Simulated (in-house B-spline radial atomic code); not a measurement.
# Mo⁵⁺: a fraction of an electron removed from 4p

How does the LC-ωPBE energy of Mo⁵⁺ change when part of an electron is removed from 4p?

The numbers are computed with in-house B-spline radial atomic code version 1 (scalar-relativistic (spin-free one-electron X2C) LC-wPBE, spin-polarised, spherical fractional occupations, Fermi nucleus, basis-set limit), except any that are marked as measured or tabulated.

### 1 What is computed

- element: molybdenum (Z = 42)
- charge: +5
- electrons: 37
- configuration: [Kr] 4d1
- Hamiltonian: scalar-relativistic (X2C)
- nucleus: Fermi, rms radius 4.409 fm

The outer shells:

[Kr] 4d1
```
[Kr] core
4d [↑ ][  ][  ][  ][  ]
```

Where spins are not typed, each open shell is filled with up spins first.

### 2 The start, at fraction 0

Input settings:

```ini
Z = 42
electrons = 37.0
configuration = [Kr] 4d1
hamiltonian = x2c
method = lc_wpbe
spin_polarised = True
nucleus = fermi
rms_radius = 4.4091
mass_number = 98
atomic_mass = 97.905403609
speed_of_light = 137.035999084
```

From the run's result record (rounded, not every field):

```text
status: converged
scf [iteration, energy, orbital gradient]:
  - [1, -4037.39007978, 0.501]
  - [2, -4041.4453411, 0.254]
  - [3, -4042.46920954, 0.0584]
  - [4, -4042.52313423, 0.02]
  - [5, -4042.52689641, 0.00574]
  - [6, -4042.5275826, 0.000958]
  - [7, -4042.52758983, 6.97e-05]
  - [8, -4042.52758991, 6.73e-06]
  - [9, -4042.52758991, 8.01e-07]
  - [10, -4042.52758991, 5.59e-08]
energy [hartree]: {"total": -4042.52758991, "kinetic": 4192.15985751, "nuclear": -9678.27216761, "coulomb": 1565.69346521, "exact_exchange": -8.0044466436, "xc": -114.104298381}
orbitals [hartree, bohr; first row names the columns]:
  - ["name", "occ", "eps", "<r>", "<r^2>", "<1/r>", "r_max"]
  - ["1s up", 1.0, -730.0691, 0.034669, 0.0016329, 44.987, 0.022284]
  - ["1s down", 1.0, -730.06935, 0.034669, 0.0016329, 44.987, 0.022284]
  - ["2s up", 1.0, -105.44943, 0.15329, 0.027765, 10.067, 0.12951]
  - ["2s down", 1.0, -105.44335, 0.15329, 0.027764, 10.067, 0.12951]
  - ["2p up", 3.0, -94.563716, 0.13375, 0.021874, 9.5605, 0.10337]
  - ["2p down", 3.0, -94.55929, 0.13375, 0.021873, 9.5608, 0.10336]
  - ["3s up", 1.0, -20.173254, 0.42838, 0.21035, 3.4206, 0.3836]
  - ["3s down", 1.0, -20.170444, 0.42839, 0.21035, 3.4203, 0.38363]
  - ["3p up", 3.0, -16.600842, 0.43005, 0.21532, 3.2136, 0.37709]
  - ["3p down", 3.0, -16.597591, 0.43004, 0.21528, 3.2133, 0.37713]
  - ["3d up", 5.0, -10.784568, 0.41464, 0.2067, 2.9719, 0.32256]
  - ["3d down", 5.0, -10.77918, 0.41462, 0.20664, 2.9717, 0.32264]
  - ["4s up", 1.0, -4.9316691, 1.0803, 1.3163, 1.2693, 0.98198]
  - ["4s down", 1.0, -4.8977982, 1.0782, 1.3115, 1.2731, 0.97993]
  - ["4p up", 3.0, -3.9128058, 1.1745, 1.5658, 1.1429, 1.0527]
  - ["4p down", 3.0, -3.8706894, 1.1719, 1.5594, 1.1469, 1.0499]
  - ["4d up", 1.0, -2.1468358, 1.4536, 2.4416, 0.89887, 1.2447]
sum_r [bohr^k]: {"-1": 233.6223, "1": 19.4131, "2": 18.41438}
```

It took 0.78 s on 1 thread, shared host.

### 3 0.02 electron removed from 4p

The settings differ from step 2 so:

```diff
@@ -1,4 +1,4 @@
 Z = 42
-electrons = 37.0
-configuration = [Kr] 4d1
+electrons = 36.980000000000004
+configuration = [Ar] 3d10 4s2 4p5.98 4d1
 hamiltonian = x2c
```

Result record:

```text
status: converged
iterations: 10
energy [hartree]: {"total": -4042.45007592, "kinetic": 4192.08548202, "nuclear": -9677.57142224, "coulomb": 1565.12571802, "exact_exchange": -7.99644272501, "xc": -114.093411}
orbitals [hartree, bohr; first row names the columns]:
  - ["name", "occ", "eps", "<r>"]
  - ["1s up", 1.0, -730.08584, 0.034669]
  - ["1s down", 1.0, -730.08596, 0.034669]
  - ["2s up", 1.0, -105.46563, 0.15329]
  - ["2s down", 1.0, -105.45945, 0.15329]
  - ["2p up", 3.0, -94.580006, 0.13375]
  - ["2p down", 3.0, -94.57544, 0.13374]
  - ["3s up", 1.0, -20.189008, 0.42838]
  - ["3s down", 1.0, -20.186047, 0.42838]
  - ["3p up", 3.0, -16.616602, 0.43004]
  - ["3p down", 3.0, -16.613182, 0.43003]
  - ["3d up", 5.0, -10.80034, 0.41463]
  - ["3d down", 5.0, -10.794765, 0.41461]
  - ["4s up", 1.0, -4.9457393, 1.08]
  - ["4s down", 1.0, -4.9105625, 1.0778]
  - ["4p up", 3.0, -3.9264415, 1.174]
  - ["4p down", 2.98, -3.8807216, 1.1714]
  - ["4d up", 1.0, -2.1591453, 1.4518]
sum_r [bohr^k]: {"-1": 233.6056, "1": 19.38396, "2": 18.36629}
energy_minus_base [hartree]: 0.0775139819
```

Run time: 0.69 s. Hardware: 1 thread, shared host.

energy_minus_base is the energy less that of the reference run.

### 4 0.22 electron removed from 4p

The settings differ from step 3 so:

```diff
@@ -1,4 +1,4 @@
 Z = 42
-electrons = 36.980000000000004
-configuration = [Ar] 3d10 4s2 4p5.98 4d1
+electrons = 36.78
+configuration = [Ar] 3d10 4s2 4p5.78 4d1
 hamiltonian = x2c
```

Result record:

```text
status: converged
iterations: 10
energy [hartree]: {"total": -4041.66387225, "kinetic": 4191.32856507, "nuclear": -9670.52164083, "coulomb": 1559.43296052, "exact_exchange": -7.91919732461, "xc": -113.984559683}
orbitals [hartree, bohr; first row names the columns]:
  - ["name", "occ", "eps", "<r>"]
  - ["1s up", 1.0, -730.25425, 0.034669]
  - ["1s down", 1.0, -730.25305, 0.034669]
  - ["2s up", 1.0, -105.62857, 0.15329]
  - ["2s down", 1.0, -105.62146, 0.15329]
  - ["2p up", 3.0, -94.743846, 0.13375]
  - ["2p down", 3.0, -94.737873, 0.13374]
  - ["3s up", 1.0, -20.347383, 0.42833]
  - ["3s down", 1.0, -20.3429, 0.42833]
  - ["3p up", 3.0, -16.775046, 0.42998]
  - ["3p down", 3.0, -16.769917, 0.42996]
  - ["3d up", 5.0, -10.958902, 0.41452]
  - ["3d down", 5.0, -10.95143, 0.41445]
  - ["4s up", 1.0, -5.0870425, 1.0767]
  - ["4s down", 1.0, -5.0386443, 1.0745]
  - ["4p up", 3.0, -4.0634016, 1.1685]
  - ["4p down", 2.78, -3.9814306, 1.1668]
  - ["4d up", 1.0, -2.2830108, 1.4342]
sum_r [bohr^k]: {"-1": 233.4379, "1": 19.0944, "2": 17.89176}
energy_minus_base [hartree]: 0.863717655
```

It took 0.64 s on 1 thread, shared host.

### 5 0.32 electron removed from 4p

The settings differ from step 4 so:

```diff
@@ -1,4 +1,4 @@
 Z = 42
-electrons = 36.78
-configuration = [Ar] 3d10 4s2 4p5.78 4d1
+electrons = 36.68
+configuration = [Ar] 3d10 4s2 4p5.68 4d1
 hamiltonian = x2c
```

Result record:

```text
status: converged
iterations: 9
energy [hartree]: {"total": -4041.26319677, "kinetic": 4190.9411029, "nuclear": -9666.96809583, "coulomb": 1556.57644835, "exact_exchange": -7.88248344537, "xc": -113.930168746}
orbitals [hartree, bohr; first row names the columns]:
  - ["name", "occ", "eps", "<r>"]
  - ["1s up", 1.0, -730.33914, 0.034669]
  - ["1s down", 1.0, -730.33726, 0.034669]
  - ["2s up", 1.0, -105.71066, 0.15329]
  - ["2s down", 1.0, -105.70309, 0.15329]
  - ["2p up", 3.0, -94.826402, 0.13375]
  - ["2p down", 3.0, -94.819717, 0.13374]
  - ["3s up", 1.0, -20.427137, 0.42831]
  - ["3s down", 1.0, -20.421878, 0.42831]
  - ["3p up", 3.0, -16.854833, 0.42995]
  - ["3p down", 3.0, -16.848835, 0.42993]
  - ["3d up", 5.0, -11.038751, 0.41447]
  - ["3d down", 5.0, -11.030316, 0.41437]
  - ["4s up", 1.0, -5.1580982, 1.075]
  - ["4s down", 1.0, -5.1029762, 1.0728]
  - ["4p up", 3.0, -4.1322879, 1.1658]
  - ["4p down", 2.68, -4.0320406, 1.1646]
  - ["4d up", 1.0, -2.3454601, 1.4258]
sum_r [bohr^k]: {"-1": 233.3533, "1": 18.95082, "2": 17.65874}
energy_minus_base [hartree]: 1.26439314
```

It took 0.62 s on 1 thread, shared host.

### 6 0.43 electron removed from 4p

The settings differ from step 5 so:

```diff
@@ -1,4 +1,4 @@
 Z = 42
-electrons = 36.68
-configuration = [Ar] 3d10 4s2 4p5.68 4d1
+electrons = 36.57
+configuration = [Ar] 3d10 4s2 4p5.57 4d1
 hamiltonian = x2c
```

Result record:

```text
status: converged
iterations: 9
energy [hartree]: {"total": -4040.81659695, "kinetic": 4190.50791545, "nuclear": -9663.03729174, "coulomb": 1553.42673985, "exact_exchange": -7.84357182763, "xc": -113.870388688}
orbitals [hartree, bohr; first row names the columns]:
  - ["name", "occ", "eps", "<r>"]
  - ["1s up", 1.0, -730.43303, 0.034669]
  - ["1s down", 1.0, -730.43042, 0.034669]
  - ["2s up", 1.0, -105.80145, 0.15329]
  - ["2s down", 1.0, -105.79336, 0.15329]
  - ["2p up", 3.0, -94.9177, 0.13374]
  - ["2p down", 3.0, -94.910225, 0.13374]
  - ["3s up", 1.0, -20.515296, 0.42829]
  - ["3s down", 1.0, -20.509173, 0.42828]
  - ["3p up", 3.0, -16.943031, 0.42992]
  - ["3p down", 3.0, -16.936064, 0.42989]
  - ["3d up", 5.0, -11.127018, 0.4144]
  - ["3d down", 5.0, -11.117511, 0.41429]
  - ["4s up", 1.0, -5.2365674, 1.0732]
  - ["4s down", 1.0, -5.1739559, 1.071]
  - ["4p up", 3.0, -4.2083727, 1.1628]
  - ["4p down", 2.57, -4.0878988, 1.1621]
  - ["4d up", 1.0, -2.4145456, 1.4167]
sum_r [bohr^k]: {"-1": 233.2598, "1": 18.79377, "2": 17.40554}
energy_minus_base [hartree]: 1.71099295
```

It took 0.63 s on 1 thread, shared host.

### 7 0.5 electron removed from 4p

The settings differ from step 6 so:

```diff
@@ -1,4 +1,4 @@
 Z = 42
-electrons = 36.57
-configuration = [Ar] 3d10 4s2 4p5.57 4d1
+electrons = 36.5
+configuration = [Ar] 3d10 4s2 4p5.5 4d1
 hamiltonian = x2c
```

Result record:

```text
status: converged
iterations: 9
energy [hartree]: {"total": -4040.52919675, "kinetic": 4190.22843499, "nuclear": -9660.52399847, "coulomb": 1551.41836891, "exact_exchange": -7.8196151167, "xc": -113.832387056}
orbitals [hartree, bohr; first row names the columns]:
  - ["name", "occ", "eps", "<r>"]
  - ["1s up", 1.0, -730.49307, 0.034669]
  - ["1s down", 1.0, -730.48998, 0.034669]
  - ["2s up", 1.0, -105.85948, 0.15329]
  - ["2s down", 1.0, -105.85106, 0.15328]
  - ["2p up", 3.0, -94.976061, 0.13374]
  - ["2p down", 3.0, -94.96808, 0.13374]
  - ["3s up", 1.0, -20.571631, 0.42827]
  - ["3s down", 1.0, -20.56495, 0.42826]
  - ["3p up", 3.0, -16.99939, 0.4299]
  - ["3p down", 3.0, -16.991799, 0.42987]
  - ["3d up", 5.0, -11.183422, 0.41436]
  - ["3d down", 5.0, -11.173226, 0.41423]
  - ["4s up", 1.0, -5.2866682, 1.072]
  - ["4s down", 1.0, -5.2192405, 1.0699]
  - ["4p up", 3.0, -4.2569571, 1.1609]
  - ["4p down", 2.5, -4.1235455, 1.1605]
  - ["4d up", 1.0, -2.4587193, 1.4111]
sum_r [bohr^k]: {"-1": 233.2, "1": 18.69431, "2": 17.24606}
energy_minus_base [hartree]: 1.99839316
```

Run time: 0.63 s. Hardware: 1 thread, shared host.

### 8 0.53 electron removed from 4p

The settings differ from step 7 so:

```diff
@@ -1,4 +1,4 @@
 Z = 42
-electrons = 36.5
-configuration = [Ar] 3d10 4s2 4p5.5 4d1
+electrons = 36.47
+configuration = [Ar] 3d10 4s2 4p5.47 4d1
 hamiltonian = x2c
```

Result record:

```text
status: converged
iterations: 9
energy [hartree]: {"total": -4040.40526079, "kinetic": 4190.10774716, "nuclear": -9659.44405672, "coulomb": 1550.55669962, "exact_exchange": -7.80953992044, "xc": -113.816110933}
orbitals [hartree, bohr; first row names the columns]:
  - ["name", "occ", "eps", "<r>"]
  - ["1s up", 1.0, -730.51887, 0.034669]
  - ["1s down", 1.0, -730.51557, 0.034669]
  - ["2s up", 1.0, -105.88441, 0.15329]
  - ["2s down", 1.0, -105.87585, 0.15328]
  - ["2p up", 3.0, -95.001135, 0.13374]
  - ["2p down", 3.0, -94.992937, 0.13374]
  - ["3s up", 1.0, -20.59583, 0.42827]
  - ["3s down", 1.0, -20.588909, 0.42826]
  - ["3p up", 3.0, -17.023599, 0.42989]
  - ["3p down", 3.0, -17.015739, 0.42986]
  - ["3d up", 5.0, -11.20765, 0.41435]
  - ["3d down", 5.0, -11.197158, 0.4142]
  - ["4s up", 1.0, -5.3081791, 1.0716]
  - ["4s down", 1.0, -5.238675, 1.0694]
  - ["4p up", 3.0, -4.2778185, 1.1601]
  - ["4p down", 2.47, -4.1388459, 1.1599]
  - ["4d up", 1.0, -2.4777005, 1.4088]
sum_r [bohr^k]: {"-1": 233.1743, "1": 18.65179, "2": 17.1781}
energy_minus_base [hartree]: 2.12232912
```

It took 0.62 s on 1 thread, shared host.

### 9 0.71 electron removed from 4p

The settings differ from step 8 so:

```diff
@@ -1,4 +1,4 @@
 Z = 42
-electrons = 36.47
-configuration = [Ar] 3d10 4s2 4p5.47 4d1
+electrons = 36.29
+configuration = [Ar] 3d10 4s2 4p5.29 4d1
 hamiltonian = x2c
```

Result record:

```text
status: converged
iterations: 9
energy [hartree]: {"total": -4039.65198785, "kinetic": 4189.37211912, "nuclear": -9652.92911561, "coulomb": 1545.37513042, "exact_exchange": -7.75151160965, "xc": -113.718610164}
orbitals [hartree, bohr; first row names the columns]:
  - ["name", "occ", "eps", "<r>"]
  - ["1s up", 1.0, -730.67449, 0.034669]
  - ["1s down", 1.0, -730.66995, 0.034669]
  - ["2s up", 1.0, -106.03477, 0.15329]
  - ["2s down", 1.0, -106.02534, 0.15328]
  - ["2p up", 3.0, -95.15236, 0.13374]
  - ["2p down", 3.0, -95.142846, 0.13374]
  - ["3s up", 1.0, -20.741711, 0.42822]
  - ["3s down", 1.0, -20.733327, 0.42821]
  - ["3p up", 3.0, -17.169544, 0.42983]
  - ["3p down", 3.0, -17.160046, 0.42979]
  - ["3d up", 5.0, -11.353713, 0.41424]
  - ["3d down", 5.0, -11.341419, 0.41406]
  - ["4s up", 1.0, -5.4377348, 1.0686]
  - ["4s down", 1.0, -5.3556124, 1.0664]
  - ["4p up", 3.0, -4.4034799, 1.1554]
  - ["4p down", 2.29, -4.2309331, 1.1558]
  - ["4d up", 1.0, -2.5922045, 1.395]
sum_r [bohr^k]: {"-1": 233.0193, "1": 18.39808, "2": 16.77504}
energy_minus_base [hartree]: 2.87560206
```

It took 0.62 s on 1 thread, shared host.

### 10 0.8 electron removed from 4p

The settings differ from step 9 so:

```diff
@@ -1,4 +1,4 @@
 Z = 42
-electrons = 36.29
-configuration = [Ar] 3d10 4s2 4p5.29 4d1
+electrons = 36.2
+configuration = [Ar] 3d10 4s2 4p5.2 4d1
 hamiltonian = x2c
```

Result record:

```text
status: converged
iterations: 9
energy [hartree]: {"total": -4039.26912494, "kinetic": 4188.99688861, "nuclear": -9649.64907982, "coulomb": 1542.77710232, "exact_exchange": -7.72405779315, "xc": -113.669978258}
orbitals [hartree, bohr; first row names the columns]:
  - ["name", "occ", "eps", "<r>"]
  - ["1s up", 1.0, -730.75284, 0.034669]
  - ["1s down", 1.0, -730.74767, 0.034669]
  - ["2s up", 1.0, -106.11044, 0.15329]
  - ["2s down", 1.0, -106.10058, 0.15328]
  - ["2p up", 3.0, -95.228471, 0.13374]
  - ["2p down", 3.0, -95.218291, 0.13374]
  - ["3s up", 1.0, -20.815092, 0.4282]
  - ["3s down", 1.0, -20.805962, 0.42818]
  - ["3p up", 3.0, -17.242957, 0.4298]
  - ["3p down", 3.0, -17.232625, 0.42976]
  - ["3d up", 5.0, -11.427187, 0.41419]
  - ["3d down", 5.0, -11.413977, 0.41398]
  - ["4s up", 1.0, -5.5028245, 1.0671]
  - ["4s down", 1.0, -5.4142881, 1.0649]
  - ["4p up", 3.0, -4.4666246, 1.153]
  - ["4p down", 2.2, -4.2771542, 1.1538]
  - ["4d up", 1.0, -2.6498481, 1.3883]
sum_r [bohr^k]: {"-1": 232.9412, "1": 18.2721, "2": 16.57645}
energy_minus_base [hartree]: 3.25846496
```

Run time: 0.63 s. Hardware: 1 thread, shared host.

### 11 0.95 electron removed from 4p

The settings differ from step 10 so:

```diff
@@ -1,4 +1,4 @@
 Z = 42
-electrons = 36.2
-configuration = [Ar] 3d10 4s2 4p5.2 4d1
+electrons = 36.05
+configuration = [Ar] 3d10 4s2 4p5.05 4d1
 hamiltonian = x2c
```

Result record:

```text
status: converged
iterations: 9
energy [hartree]: {"total": -4038.62175479, "kinetic": 4188.36047216, "nuclear": -9644.14916118, "coulomb": 1538.43668716, "exact_exchange": -7.68061870118, "xc": -113.589134233}
orbitals [hartree, bohr; first row names the columns]:
  - ["name", "occ", "eps", "<r>"]
  - ["1s up", 1.0, -730.88422, 0.034669]
  - ["1s down", 1.0, -730.87798, 0.034668]
  - ["2s up", 1.0, -106.23728, 0.15329]
  - ["2s down", 1.0, -106.22669, 0.15328]
  - ["2p up", 3.0, -95.356054, 0.13374]
  - ["2p down", 3.0, -95.344756, 0.13373]
  - ["3s up", 1.0, -20.938039, 0.42817]
  - ["3s down", 1.0, -20.927642, 0.42814]
  - ["3p up", 3.0, -17.365958, 0.42975]
  - ["3p down", 3.0, -17.35421, 0.4297]
  - ["3d up", 5.0, -11.550292, 0.4141]
  - ["3d down", 5.0, -11.535531, 0.41385]
  - ["4s up", 1.0, -5.6117633, 1.0647]
  - ["4s down", 1.0, -5.5123765, 1.0624]
  - ["4p up", 3.0, -4.5723253, 1.1492]
  - ["4p down", 2.05, -4.3544406, 1.1505]
  - ["4d up", 1.0, -2.7464906, 1.3775]
sum_r [bohr^k]: {"-1": 232.8103, "1": 18.06337, "2": 16.24967}
energy_minus_base [hartree]: 3.90583512
```

It took 0.62 s on 1 thread, shared host.

### 12 1 electron removed from 4p

The settings differ from step 11 so:

```diff
@@ -1,4 +1,4 @@
 Z = 42
-electrons = 36.05
-configuration = [Ar] 3d10 4s2 4p5.05 4d1
+electrons = 36.0
+configuration = [Ar] 3d10 4s2 4p5 4d1
 hamiltonian = x2c
```

Result record:

```text
status: converged
iterations: 9
energy [hartree]: {"total": -4038.40338244, "kinetic": 4188.14526377, "nuclear": -9642.30668364, "coulomb": 1536.98707105, "exact_exchange": -7.66678375405, "xc": -113.562249876}
orbitals [hartree, bohr; first row names the columns]:
  - ["name", "occ", "eps", "<r>"]
  - ["1s up", 1.0, -730.92823, 0.034669]
  - ["1s down", 1.0, -730.92164, 0.034668]
  - ["2s up", 1.0, -106.27976, 0.15329]
  - ["2s down", 1.0, -106.26892, 0.15328]
  - ["2p up", 3.0, -95.398784, 0.13374]
  - ["2p down", 3.0, -95.38711, 0.13373]
  - ["3s up", 1.0, -20.9792, 0.42816]
  - ["3s down", 1.0, -20.968374, 0.42813]
  - ["3p up", 3.0, -17.407137, 0.42974]
  - ["3p down", 3.0, -17.394909, 0.42968]
  - ["3d up", 5.0, -11.591506, 0.41407]
  - ["3d down", 5.0, -11.576221, 0.41381]
  - ["4s up", 1.0, -5.6482009, 1.0639]
  - ["4s down", 1.0, -5.5451541, 1.0616]
  - ["4p up", 3.0, -4.6076844, 1.1479]
  - ["4p down", 2.0, -4.3802716, 1.1494]
  - ["4d up", 1.0, -2.7788604, 1.3739]
sum_r [bohr^k]: {"-1": 232.7665, "1": 17.99413, "2": 16.14188}
energy_minus_base [hartree]: 4.12420746
```

Run time: 0.62 s. Hardware: 1 thread, shared host.

### 13 Results

| fraction | energy change (eV) | less the straight line (eV) | level 4p down (eV) | sum of <r²> (bohr²) |
| --- | --- | --- | --- | --- |
| 0 | 0.0000 | 0.0000 | -105.33 | 18.414 |
| 0.02 | 2.1093 | -0.1352 | -105.60 | 18.366 |
| 0.22 | 23.5030 | -1.1866 | -108.34 | 17.892 |
| 0.32 | 34.4059 | -1.5062 | -109.72 | 17.659 |
| 0.43 | 46.5585 | -1.6984 | -111.24 | 17.406 |
| 0.5 | 54.3790 | -1.7337 | -112.21 | 17.246 |
| 0.53 | 57.7515 | -1.7279 | -112.62 | 17.178 |
| 0.71 | 78.2491 | -1.4309 | -115.13 | 16.775 |
| 0.8 | 88.6673 | -1.1130 | -116.39 | 16.576 |
| 0.95 | 106.2832 | -0.3309 | -118.49 | 16.250 |
| 1 | 112.2254 | 0.0000 | -119.19 | 16.142 |

From fraction 0 to 1 the energy changes by 112.225 eV. It sags under the straight line by up to 1.73 eV (at 0.5). Slater's transition state, the slope from the orbital energy at fraction 0.5 (Janak's theorem), gives 112.207 eV for the whole step. Here exact exchange is taken at spherical fractional occupations, which leaves self-interaction in open p, d and f shells; that spoils the energies somewhat, at whole numbers too.
